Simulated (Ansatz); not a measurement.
# Cl: the cost of one run

Method: DFT PBE+D3(BJ), plane waves, PAW, scalar-relativistic, no spin polarisation, in Ansatz 0.2.0.

### Step 1. The structure to begin with

The cell holds 20 atoms (Cl20): a = 9.916 Å, b = 9.916 Å, c = 9.916 Å, α = 90.00°, β = 90.00°, γ = 90.00°.

Its coordinates follow in the input file.

### Step 2. Preparing the start

The input, input.yaml:

```yaml
crystal:
  lattice:
    - [9.915962, 0.0, 0.0]
    - [0.0, 9.915962, 0.0]
    - [0.0, 0.0, 9.915962]
  atoms:
    - { symbol: Cl, position: [0.764129, -0.005754, 0.5341099] }
    - { symbol: Cl, position: [0.925721, 0.0087952, 0.6564745] }
    - { symbol: Cl, position: [0.6027276, 0.5945102, 0.2910875] }
    - { symbol: Cl, position: [0.6998191, 0.4989493, 0.140296] }
    - { symbol: Cl, position: [0.2320184, 0.4906608, 0.4444299] }
    - { symbol: Cl, position: [0.1933608, 0.438546, 0.2518517] }
    - { symbol: Cl, position: [0.476684, 0.9561026, 0.9051932] }
    - { symbol: Cl, position: [0.5077606, 0.9201825, 0.707606] }
    - { symbol: Cl, position: [0.2045431, 0.5241104, 0.9153936] }
    - { symbol: Cl, position: [0.1597071, 0.6709028, 1.0485795] }
    - { symbol: Cl, position: [0.4990245, 0.3935243, 0.740803] }
    - { symbol: Cl, position: [0.4483177, 0.2198224, 0.6483194] }
    - { symbol: Cl, position: [0.8968855, 0.8336915, 0.1503086] }
    - { symbol: Cl, position: [0.8328887, 0.9444535, -0.007593] }
    - { symbol: Cl, position: [0.2822312, 0.1172174, 0.3440654] }
    - { symbol: Cl, position: [0.2953134, 0.1467705, 0.1434359] }
    - { symbol: Cl, position: [0.7754428, 0.3014197, 0.5694774] }
    - { symbol: Cl, position: [0.9665723, 0.3443779, 0.5154323] }
    - { symbol: Cl, position: [0.868357, 0.6658246, 0.7025561] }
    - { symbol: Cl, position: [1.0353512, 0.7157094, 0.5980516] }
basis:
  ecutwfc: 420.0
kpoints:
  mp_grid: { grid: [1, 1, 1] }
hamiltonian:
  xc: pbe
  dispersion: d3bj
scf:
  occupations: { method: fermi_dirac, width: 0.05 }
  lower_state_search: "off"
relax:
  f_tol: 0.3
  max_steps: 15
  adjacent_minimum: "off"
```

Started as:

```bash
> ansatz run input.yaml --threads 1 --pin off --max-ram 3072MiB --backend cpu --events-out ev --progress --plain --runs-dir out
```

What time and memory should one allow on 1 thread of Arm Neoverse V1, shared host?

About 63 s, with a peak of 0.67 GiB.
